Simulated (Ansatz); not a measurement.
# AlGa₂+ (triplet): wave-function methods side by side, cc-pVTZ

The task here is to estimate one member of a computed series from the others.

The runs use Ansatz 0.2.0, Gaussian basis; cc-pVTZ, core rule «outside noble gas», up to 33 orbitals frozen.

To be run: UHF; CCSD(T) on ROHF; CCSD(T) on UHF; BCCD(T) on ROHF; CCSDT(Q) on ROHF; CCSDT(Q) on UHF; CASSCF and MRCISD+Q, 8 electrons in 12 orbitals; CASSCF and NEVPT2, 8 electrons in 12 orbitals.

5 further runs of the same task are left out: 5 set aside as unsound or not needed.

### What is computed

The geometry is a PBE0/def2-TZVP stationary point (not a proven minimum) of the parent state, kept for this charge and spin. No spin-orbit coupling is included. The filled d shell of Ga may be among the frozen orbitals whatever the setting's name suggests; the logs give the count.

3 atoms, charge 1, spin multiplicity 3.

Atoms are counted from 1 here; the program's logs count them from 0.

Bond lengths: Al1–Ga2 2.562 Å, Ga2–Ga3 2.562 Å. Angles: Al1–Ga2–Ga3 71.7°.

The first run:

Contents of in.yaml:

```yaml
crystal:
  periodic: [false, false, false]
  atoms:
    - {symbol: Al, position_ang: [0.000000, 1.851914, 0.941240]}
    - {symbol: Ga, position_ang: [0.000000, -0.707474, 1.050515]}
    - {symbol: Ga, position_ang: [0.000000, -0.009183, -1.414758]}
basis:
  gaussian: {orbitals: cc-pVTZ}
total_charge: 1
magnetization: {spin_polarized: true, initial_magnetization: 2}
hamiltonian: {xc: hf}
output: {orbitals: {seedname: orbitals}}
```

Started as:

```sh
ansatz run in.yaml --threads 1 --pin off --events-out ev --progress --plain --max-ram 4096MiB --backend cpu
```

Steps of the session up to this table: UHF; CCSD(T) on ROHF; CCSD(T) on UHF; BCCD(T) on ROHF; CCSDT(Q) on ROHF; CCSDT(Q) on UHF; CASSCF and MRCISD+Q, 8 electrons in 12 orbitals; CASSCF and NEVPT2, 8 electrons in 12 orbitals.

One table of the session follows, with a row left open; its other results are not shown here.

```
          method  from UCCSDT(Q) (meV)
            ROHF               +5251.0
             UHF               +5043.8
            RMP2               +1137.7
            UMP2               +1224.8
           RCCSD                +427.5
           UCCSD                +416.0
        RCCSD(T)                 +86.8
        UCCSD(T)                 +85.9
         BCCD(T)                 +86.6
          RCCSDT                 +37.6
          UCCSDT                 +31.8
       RCCSDT(Q)                     ?
       UCCSDT(Q)                     0
  CASSCF valence               +2289.6
  NEVPT2 valence                +479.9
  MRCISD valence                +140.6
MRCISD+Q valence                  -3.5
```

**Question.** Estimate the row for RCCSDT(Q).

The run gave: from UCCSDT(Q) (meV): +6.7. In the column «from UCCSDT(Q) (meV)» it lies between UCCSDT(Q) (0) and UCCSDT (+31.8).

To keep in mind: Restricted and unrestricted rows rest on different reference determinants; where their highest levels disagree by more than a few hundredths of an eV, they describe different states and don't form one ladder.
